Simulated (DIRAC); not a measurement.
**PBE/dyall-acv2z (X2C-SO, uncontracted yes) run of GeH+**

Aim: a point of an energy scan of GeH+. 

The calculation is run with DIRAC 26.1 (patched).

30 further runs of the same task are left out: 30 set aside as unsound or not needed. Runs told in other sessions of the task aren't counted.

## Step 1: The molecule

The species is GeH+ (2 atoms), meant as a singlet with charge +1.

Bond lengths: Ge1–H2 1.488 Å.

## Step 2: A point of an energy scan at PBE/dyall-acv2z (X2C-SO, uncontracted yes)

Input file mol.mol:

```
DIRAC
GeH

C   2  1           A
       32.    1
Ge        0.00000000      0.00000000      0.00000000
LARGE BASIS dyall.acv2z
        1.    1
H         0.00000000      0.00000000      1.48837000
LARGE BASIS dyall.acv2z
FINISH
```

Input file run.inp:

```
**DIRAC
.WAVE FUNCTION
**HAMILTONIAN
.X2C
.DFT
PBE
**INTEGRALS
*READIN
.UNCONTRACT
**GRID
.ULTRAFINE
**WAVE FUNCTION
.SCF
*END OF INPUT
```

Launch:

```sh
$ pam --inp=run.inp --mol=mol.mol --noarch --mw=163 --aw=368
```

Standard output:

```text
[...]
It.    1    -1215.612060256      0.00D+00  0.00D+00  0.00D+00               0.01589200s   Atom. scrpot
[...]
It.   12    -2098.836818604     -1.23D-11 -2.01D-07  1.89D-08   DIIS   9    0.28400000s   LL
[...]
* Convergence after   12 iterations.
[...]
                                   TOTAL ENERGY
                                   ------------
   Charge of molecule : 1
   Electronic energy                        :    -2110.2141446298992
   Other contributions to the total energy
   Nuclear repulsion energy                 :       11.3773260260607
[...]
   Total energy                             :    -2098.8368186038383
[...]
  * Closed shell, f = 1.0000
   -402.6991733752  ( 2)       -50.6823542704  ( 2)       -45.0986888632  ( 2)       -43.9525854590  ( 2)        -6.5054673421  ( 2)
     -4.6684444954  ( 2)        -4.5084105725  ( 2)        -1.4025356306  ( 2)        -1.3817969672  ( 2)        -0.7643456134  ( 2)
     -0.5180519891  ( 2)
  * Virtual eigenvalues, f = 0.0000
[...]
  * Closed shell, f = 1.0000
    -43.9564714106  ( 2)        -4.5202918628  ( 2)        -1.4146399703  ( 2)        -1.3847561076  ( 2)
  * Virtual eigenvalues, f = 0.0000
     -0.4082121138  ( 2)        -0.1083509818  ( 2)        -0.0987392529  ( 2)        -0.0954666133  ( 2)         0.0926892793  ( 2)
      0.1312026435  ( 2)         0.2657156398  ( 2)         0.2671740906  ( 2)         0.8988642311  ( 2)         2.0835014116  ( 2)
[...]
  * Closed shell, f = 1.0000
     -1.3960830271  ( 2)
  * Virtual eigenvalues, f = 0.0000
     -0.0951399977  ( 2)         0.2680850643  ( 2)         2.0915616697  ( 2)         2.1066801916  ( 2)         2.1229954105  ( 2)
      8.8370038825  ( 2)        10.7992871372  ( 2)        10.8145986231  ( 2)        30.1979324446  ( 2)       100.8091864886  ( 2)
[...]
* HOMO - LUMO gap:
    E(LUMO) :    -0.41390293 au (symmetry E1 )
  - E(HOMO) :    -0.51805199 au (symmetry E1 )
  ------------------------------------------
    gap     :     0.10414906 au
[...]
```

Wall time 3.9 s (1 thread of Arm Neoverse V2, shared host); peak memory 0.077 GiB.

## Step 3: Results

Level: PBE/dyall-acv2z (X2C-SO, uncontracted yes).

```
     quantity           value
 total energy  -2098.83682 Eh
  HOMO energy       -14.10 eV
  LUMO energy       -11.26 eV
HOMO–LUMO gap         2.83 eV
```
